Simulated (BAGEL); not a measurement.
# PBE0/cc-pVDZ (density fitting with qzvpp-jkfit) run of CH4AlClF− (SMILES [F][AlH2-][CH2]Cl)

Aim: the energy change on altering one bond length of CH4AlClF− at PBE0/cc-pVDZ (density fitting with qzvpp-jkfit), from 2 runs. 

The results are computed with BAGEL 1.2.2.

1 further run of the same task is left out (it didn't finish).

## Step 1: The structure to begin with

The species is CH4AlClF− (8 atoms), meant as a singlet with charge -1. As SMILES, `[F][AlH2-][CH2]Cl`. The shape comes from GFN2-xTB, which is rough for such elements, and wasn't checked as a minimum. This is one conformer, not always the lowest.

Bond lengths: F1–Al2 1.692 Å, Al2–C3 2.071 Å, C3–Cl4 1.796 Å, Al2–H5 1.588 Å, Al2–H6 1.588 Å, C3–H7 1.098 Å, C3–H8 1.097 Å. Some angles: F1–Al2–C3 109.0°, Al2–C3–Cl4 89.7°, F1–Al2–H5 109.7°, F1–Al2–H6 109.9°, C3–Al2–H5 107.1°, C3–Al2–H6 106.7°, Al2–C3–H7 123.0°, Al2–C3–H8 123.5°, Cl4–C3–H7 104.3°, Cl4–C3–H8 104.4°.

## Step 2: The energy at PBE0/cc-pVDZ (density fitting with qzvpp-jkfit)

The input, input.json:

```json
{ "bagel" : [

{
  "title" : "molecule",
  "basis" : "cc-pvdz.json",
  "df_basis" : "qzvpp-jkfit",
  "angstrom" : true,
  "geometry" : [
    { "atom" : "F", "xyz" : [      -1.976710,       1.180010,       0.359690 ] },
    { "atom" : "Al", "xyz" : [      -0.374850,       0.929730,      -0.124560 ] },
    { "atom" : "C", "xyz" : [       0.138480,      -1.043290,       0.241570 ] },
    { "atom" : "Cl", "xyz" : [       1.769130,      -0.735300,      -0.444090 ] },
    { "atom" : "H", "xyz" : [      -0.247280,       1.162630,      -1.690420 ] },
    { "atom" : "H", "xyz" : [       0.601360,       1.826090,       0.751000 ] },
    { "atom" : "H", "xyz" : [       0.337060,      -1.431750,       1.249570 ] },
    { "atom" : "H", "xyz" : [      -0.247190,      -1.888130,      -0.342760 ] }
  ]
},

{ "title" : "ks", "xc_func" : "pbe0", "charge" : -1 },

{ "title" : "print", "file" : "orbitals.molden", "orbitals" : true }

]}
```

The basis set cc-pVDZ is read from a file made from the Basis Set Exchange's data (not shown).

On the command line:

```sh
$ BAGEL_NUM_THREADS=1 BAGEL input.json > input.out
```

Log:

```text
* using 1 threads per process

  ===============================================================
  ===============================================================

  *** Geometry ***

  { "atom" : "F", "xyz" : [     -3.735441,      2.229896,      0.679716 ] },
  { "atom" : "Al", "xyz" : [     -0.708364,      1.756935,     -0.235384 ] },
  { "atom" : "C", "xyz" : [      0.261689,     -1.971532,      0.456501 ] },
  { "atom" : "Cl", "xyz" : [      3.343171,     -1.389516,     -0.839208 ] },
  { "atom" : "H", "xyz" : [     -0.467291,      2.197052,     -3.194431 ] },
  { "atom" : "H", "xyz" : [      1.136406,      3.450810,      1.419184 ] },
  { "atom" : "H", "xyz" : [      0.636951,     -2.705615,      2.361345 ] },
  { "atom" : "H", "xyz" : [     -0.467121,     -3.568049,     -0.647723 ] },

  Number of auxiliary basis functions:      480

  Since a DF basis is specified, we compute 2- and 3-index integrals:
    o Being stored without compression. Storage requirement is 0.027 GB

  Number of basis functions:       84
  Number of electrons      :       49

    * METHOD: MOLECULE                             0.19

  *** Kohn-Sham DFT ***

    * Removing 14653 points whose weight is below 1.00e-10
    * Grid points: 104595

  === Nuclear Repulsion ===
   199.9627353612

       - DIIS with orbital gradients will be used.

  === KS iteration (pbe0 / cc-pvdz.json) ===
      0       -817.77036599          0.09573918           0.32
      1       -809.74102020          0.11927352           0.29
      2       -817.51657924          0.15406745           0.29
      3       -835.10314080          0.07029830           0.29
      4       -841.53161872          0.04265624           0.29
      5       -842.52223898          0.01386715           0.29
      6       -842.63698449          0.00789864           0.29
      7       -842.67889523          0.00240375           0.29
      8       -842.68317203          0.00037901           0.29
      9       -842.68332758          0.00005714           0.29
     10       -842.68332954          0.00001346           0.29
     11       -842.68332962          0.00000363           0.30
     12       -842.68332963          0.00000105           0.30
     13       -842.68332963          0.00000055           0.31
     14       -842.68332963          0.00000021           0.30
     15       -842.68332963          0.00000004           0.30
     16       -842.68332963          0.00000002           0.30
     17       -842.68332963          0.00000000           0.30
    * SCF iteration converged.

    * Permanent dipole moment:
           (   -0.596116,     1.408393,    -0.175461) a.u.

    * METHOD: KS                                   5.82

    * METHOD: PRINT                                0.01

  ===============================================================
```

It took 6.3 s on 1 thread of Arm Neoverse V2, shared host; peak memory 0.43 GiB.

## Step 3: The distorted shape

The input, input.json:

```json
{ "bagel": [

{
  "title": "molecule",
  "basis": "cc-pvdz.json",
  "df_basis": "qzvpp-jkfit",
  "angstrom": true,
  "geometry": [
    { "atom": "F", "xyz": [      -2.465889,       1.087616,       0.565381 ] },
    { "atom": "Al", "xyz": [      -0.864029,       0.837336,       0.081131 ] },
    { "atom": "C", "xyz": [      -0.350699,      -1.135684,       0.447261 ] },
    { "atom": "Cl", "xyz": [       1.769130,      -0.735300,      -0.444090 ] },
    { "atom": "H", "xyz": [      -0.736459,       1.070236,      -1.484729 ] },
    { "atom": "H", "xyz": [       0.112181,       1.733696,       0.956691 ] },
    { "atom": "H", "xyz": [      -0.152119,      -1.524144,       1.455261 ] },
    { "atom": "H", "xyz": [      -0.736369,      -1.980524,      -0.137069 ] }
  ]
},

{
  "title": "ks",
  "xc_func": "pbe0",
  "charge": -1
},

{
  "title": "print",
  "file": "orbitals.molden",
  "orbitals": true
}

]}
```

The basis set cc-pVDZ is read from a file made from the Basis Set Exchange's data (not shown).

On the command line:

```sh
$ BAGEL_NUM_THREADS=1 BAGEL input.json > input.out
```

Log:

```text
* using 1 threads per process

  ===============================================================
  ===============================================================

  *** Geometry ***

  { "atom" : "F", "xyz" : [     -4.659855,      2.055296,      1.068415 ] },
  { "atom" : "Al", "xyz" : [     -1.632778,      1.582336,      0.153315 ] },
  { "atom" : "C", "xyz" : [     -0.662725,     -2.146132,      0.845201 ] },
  { "atom" : "Cl", "xyz" : [      3.343171,     -1.389516,     -0.839208 ] },
  { "atom" : "H", "xyz" : [     -1.391706,      2.022453,     -2.805731 ] },
  { "atom" : "H", "xyz" : [      0.211991,      3.276211,      1.807884 ] },
  { "atom" : "H", "xyz" : [     -0.287463,     -2.880215,      2.750045 ] },
  { "atom" : "H", "xyz" : [     -1.391536,     -3.742648,     -0.259023 ] },

  Number of auxiliary basis functions:      480

  Since a DF basis is specified, we compute 2- and 3-index integrals:
    o Being stored without compression. Storage requirement is 0.027 GB

  Number of basis functions:       84
  Number of electrons      :       49

    * METHOD: MOLECULE                             0.19

  *** Kohn-Sham DFT ***

    * Removing 13895 points whose weight is below 1.00e-10
    * Grid points: 105353

  === Nuclear Repulsion ===
   184.3209221100

       - DIIS with orbital gradients will be used.

  === KS iteration (pbe0 / cc-pvdz.json) ===
      0       -816.82261125          0.08868769           0.33
      1       -802.40527724          0.13875708           0.30
      2       -806.25665511          0.06862940           0.30
      3       -797.70115999          0.15843155           0.30
      4       -812.97356248          0.14880323           0.30
      5       -813.04422448          0.14820043           0.30
      6       -813.04905883          0.14819116           0.30
      7       -807.19465302          0.17912603           0.30
      8       -798.28144236          0.11691849           0.30
      9       -812.69058573          0.08917714           0.30
     10       -826.48822113          0.09590274           0.30
     11       -841.87028163          0.02532005           0.30
     12       -842.46307887          0.01489914           0.30
     13       -842.64277592          0.00442802           0.30
     14       -842.64486489          0.00361832           0.30
     15       -842.65671304          0.00059980           0.30
     16       -842.65693897          0.00019380           0.30
     17       -842.65697096          0.00002064           0.30
     18       -842.65697109          0.00001121           0.30
     19       -842.65697121          0.00000201           0.29
     20       -842.65697121          0.00000040           0.29
     21       -842.65697121          0.00000019           0.29
     22       -842.65697121          0.00000008           0.29
     23       -842.65697121          0.00000007           0.29
     24       -842.65697121          0.00000001           0.29
    * SCF iteration converged.

    * Permanent dipole moment:
           (   -0.026337,     1.415094,    -0.386314) a.u.

    * METHOD: KS                                   8.00

    * METHOD: PRINT                                0.01

  ===============================================================
```

Run time: 8.4 s. Hardware: 1 thread of Arm Neoverse V2, shared host; peak memory 0.44 GiB.

## Step 4: Summary of results

Level: PBE0/cc-pVDZ (density fitting with qzvpp-jkfit).

```
                                                              quantity          value
                                             first shape: total energy  -842.68333 Eh
                                              first shape: HOMO energy       -2.21 eV
                                              first shape: LUMO energy        5.56 eV
    first shape: HOMO–LUMO gap (to an unbound level, set by the basis)        7.78 eV
                                         distorted shape: total energy  -842.65697 Eh
                                          distorted shape: HOMO energy       -2.38 eV
                                          distorted shape: LUMO energy        2.18 eV
distorted shape: HOMO–LUMO gap (to an unbound level, set by the basis)        4.57 eV
    energy change with the C3–Cl4 bond stretched from 1.796 to 2.334 Å       0.717 eV
```

What this shows: With the C3–Cl4 bond stretched from 1.796 to 2.334 Å the energy rises by 0.72 eV (69.2 kJ/mol). The first shape isn't relaxed at this level, so the change isn't measured from a minimum.
